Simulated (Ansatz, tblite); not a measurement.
# The cluster Ge5H7+: one state, many levels

The task here is to estimate one member of a computed series from the others.

The runs use Ansatz 0.2.0, Gaussian basis; as each input shows.

The runs, in order: GFN1-xTB, GFN2-xTB, PBE-D4/def2-TZVP, r2SCAN-D4/def2-TZVP, r2SCANh-D4/def2-TZVP, B97M-V/def2-TZVP, ωB97X-V/def2-TZVP, PBE-D4/def2-SVP, PBE0-D4/def2-SVP, HF/STO-3G, MP2/def2-TZVP, RPA/def2-TZVP.

2 further runs of the same task are left out: 2 set aside as unsound or not needed.

## The relaxed structure

The geometry is that of the singlet, from an earlier relaxation (r2SCAN-D4/def2-SVP). At that level it is the lowest of the isomers that a small search found.

12 atoms, charge 1, spin multiplicity 1.

Bond lengths: Ge1–Ge3 2.407 Å, Ge1–Ge4 2.407 Å, Ge1–H9 1.549 Å, Ge2–Ge3 2.503 Å, Ge2–Ge4 2.501 Å, Ge2–Ge5 2.470 Å, Ge2–H6 1.531 Å, Ge3–H7 1.526 Å, Ge3–H12 1.525 Å, Ge4–H10 1.525 Å, Ge4–H11 1.526 Å, Ge5–H8 1.591 Å. Angles: Ge3–Ge1–Ge4 101.4°, Ge3–Ge1–H9 107.5°, Ge4–Ge1–H9 107.5°, Ge3–Ge2–Ge4 96.2°, Ge3–Ge2–Ge5 101.6°, Ge3–Ge2–H6 112.1°, Ge4–Ge2–Ge5 103.1°, Ge4–Ge2–H6 112.5°, Ge5–Ge2–H6 126.7°, Ge1–Ge3–Ge2 72.0°, Ge1–Ge3–H7 118.1°, Ge1–Ge3–H12 115.5°, Ge2–Ge3–H7 116.9°, Ge2–Ge3–H12 111.1°, H7–Ge3–H12 115.8°, Ge1–Ge4–Ge2 72.0°, Ge1–Ge4–H10 115.5°, Ge1–Ge4–H11 118.0° and more.

The ion is computed in the gas phase, without counter-ions or solvent.

PBE0-D4/def2-TZVP was run before; its log isn't repeated, and its numbers join the tables.

The first run:

Tight binding, by tblite at 300 K electronic temperature and without a spin-polarisation term:

```python
tblite.interface.Calculator('GFN1-xTB', numbers, positions, charge=1, uhf=0).singlepoint()
```

Tight binding, by tblite at 300 K electronic temperature and without a spin-polarisation term:

```python
tblite.interface.Calculator('GFN2-xTB', numbers, positions, charge=1, uhf=0).singlepoint()
```

start.molden holds the orbitals of an earlier run on this state, given as this run's starting guess.

in.yaml

```yaml
crystal:
  periodic: [false, false, false]
  atoms:
    - {symbol: Ge, position_ang: [1.199572, -0.025650, 1.528817]}
    - {symbol: Ge, position_ang: [-1.078146, 0.456753, -0.176566]}
    - {symbol: Ge, position_ang: [1.212006, 1.447418, -0.375018]}
    - {symbol: Ge, position_ang: [-0.346756, -1.723534, 0.807283]}
    - {symbol: Ge, position_ang: [-1.571377, -0.127214, -2.525195]}
    - {symbol: H, position_ang: [-1.972477, 1.257601, 0.773759]}
    - {symbol: H, position_ang: [1.339533, 2.947087, -0.122045]}
    - {symbol: H, position_ang: [-0.167348, -0.872132, -2.586650]}
    - {symbol: H, position_ang: [0.539212, 0.738710, 2.703653]}
    - {symbol: H, position_ang: [0.171665, -2.665211, -0.274824]}
    - {symbol: H, position_ang: [-1.260734, -2.351304, 1.856102]}
    - {symbol: H, position_ang: [1.934859, 0.917476, -1.609306]}
basis:
  gaussian: {orbitals: def2-TZVP, initial_orbitals: start.molden}
total_charge: 1
hamiltonian: {xc: pbe, dispersion: d4}
scf: {omitted_lower_state_checks: [starts]}
output: {orbitals: {seedname: orbitals}}
```

The run is started by

```bash
$ ansatz run in.yaml --threads 4 --pin off --events-out ev --progress --plain --max-ram 8704MiB
```

Steps of the session up to this table: PBE-D4/def2-TZVP; r2SCAN-D4/def2-TZVP; r2SCANh-D4/def2-TZVP; B97M-V/def2-TZVP; ωB97X-V/def2-TZVP; PBE-D4/def2-SVP; PBE0-D4/def2-SVP; HF/STO-3G; MP2/def2-TZVP; RPA/def2-TZVP.

One table of the session follows, with a row left open; its other results are not shown here.

```
               level  HOMO (eV)  LUMO (eV)  gap (eV)
           HF/STO-3G      -9.87      -1.72      8.15
     PBE-D4/def2-SVP     -10.17      -8.07      2.10
    PBE-D4/def2-TZVP          ?          ?         ?
 r2SCAN-D4/def2-TZVP     -10.37      -7.99      2.39
    B97M-V/def2-TZVP     -10.29      -7.94      2.35
r2SCANh-D4/def2-TZVP     -10.66      -7.68      2.97
    PBE0-D4/def2-SVP     -10.96      -7.30      3.67
   PBE0-D4/def2-TZVP     -10.93      -7.26      3.67
   ωB97X-V/def2-TZVP     -12.75      -5.53      7.22
```

Q: Estimate the row for PBE-D4/def2-TZVP from the others.

**Answer.** HOMO (eV): -10.16; LUMO (eV): -8.05; gap (eV): 2.10. In the column «HOMO (eV)» it lies between PBE-D4/def2-SVP (-10.17) and HF/STO-3G (-9.87).
